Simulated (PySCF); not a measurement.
# [Tl(OH)4]−: other functionals and bases at one geometry

The task here is to estimate one member of a computed series from the others.

The runs use PySCF 2.14.0; several levels, as the steps say, no spin–orbit coupling.

3 further runs of the same task are left out: 2 for a known fault of the program, 1 that didn't finish.

### The system as given

9 atoms, charge -1, spin multiplicity 1.

Bond lengths: Tl1–O2 2.172 Å, Tl1–O4 2.172 Å, Tl1–O6 2.172 Å, Tl1–O8 2.172 Å, O2–H3 0.969 Å, O4–H5 0.969 Å, O6–H7 0.969 Å, O8–H9 0.969 Å. Angles: O2–Tl1–O4 114.9°, O2–Tl1–O6 106.8°, O2–Tl1–O8 106.8°, O4–Tl1–O6 106.8°, O4–Tl1–O8 106.8°, O6–Tl1–O8 114.9°, Tl1–O2–H3 102.2°, Tl1–O4–H5 102.2°, Tl1–O6–H7 102.2°, Tl1–O8–H9 102.2°.

As a file:

```xyz
9
H4O4Tl
Tl    0.0000    0.0000    0.0001
O     1.0179    1.5220    1.1680
H     1.8269    1.0637    1.4407
O    -1.0179   -1.5220    1.1680
H    -1.8269   -1.0637    1.4407
O     1.5220   -1.0180   -1.1678
H     1.0634   -1.8268   -1.4409
O    -1.5220    1.0180   -1.1678
H    -1.0634    1.8268   -1.4409
```

Formal oxidation states: Tl +3. An earlier session relaxed this geometry at B3LYP, Tl def2-SVP with ECP60, O def2-SVP, H def2-SVP (singlet, point group S4).

At B3LYP on the finer grid: E = -475.651786 Eh, HOMO -2.19 eV, LUMO 2.86 eV, Mulliken charge on Tl1 +0.49 e, largest force component 0.014 eV/Å. 

Levels to run: HF; BLYP; TPSS; PBE; B3LYP, TZVP; B3LYP, x2c-SVP. Hardware: 2 threads of Arm Neoverse V2, shared host.

Set-up of the first run:

File run.py (the lines that set the calculation):

```python
mol = gto.M(atom='''
Tl     0.00000     0.00000     0.00007
O      1.01791     1.52198     1.16802
H      1.82690     1.06369     1.44067
O     -1.01791    -1.52198     1.16802
H     -1.82690    -1.06369     1.44067
O      1.52198    -1.01796    -1.16784
H      1.06340    -1.82680    -1.44088
O     -1.52198     1.01796    -1.16784
H     -1.06340     1.82680    -1.44088''',
    basis={'Tl': 'def2-SVP', 'O': 'def2-SVP', 'H': 'def2-SVP'},
    ecp={'Tl': 'def2-SVP'},
    charge=-1, spin=0)
mf = scf.RHF(mol)
mf = mf.density_fit()  # fitting sets: Tl def2-universal-JKFIT, O def2-universal-JKFIT, H def2-universal-JKFIT
mf.conv_tol = 1e-08; mf.max_cycle = 55
mf.kernel(dm0)  # dm0: the density of the relaxed state
```

Started as:

```console
OMP_NUM_THREADS=2 python run.py
```

Steps of the session up to this table: HF; BLYP; TPSS; PBE; B3LYP, TZVP; B3LYP, x2c-SVP.

One of the session's tables, all rows but one given; the rest of the session is left out.

```
               level  HOMO (eV)  gap (eV)  charge on Tl1 (e)  largest force component (eV/Å)
B3LYP (relaxed here)      -2.19      5.05               0.49                            0.01
                  HF      -6.65     13.12               1.11                            1.35
                BLYP      -0.69      3.13               0.30                            0.63
                TPSS      -0.93      3.37               0.40                            0.38
                 PBE      -0.83      3.18               0.32                            0.46
         B3LYP, TZVP      -2.81      5.02               0.86                            0.22
      B3LYP, x2c-SVP          ?         ?                  ?                               ?
```

**Question.** Estimate the row for B3LYP, x2c-SVP.

The run gave: HOMO (eV): -2.10; gap (eV): 4.96; charge on Tl1 (e): 0.62; largest force component (eV/Å): 0.15. In the column «HOMO (eV)» it lies between B3LYP (relaxed here) (-2.19) and TPSS (-0.93).

In one basis the HOMO–LUMO gap runs from 3.13 eV (BLYP) to 13.12 eV (HF). The largest leftover force, 1.35 eV/Å with HF, stands at a geometry relaxed at another level. Total energies of different levels can't be compared.
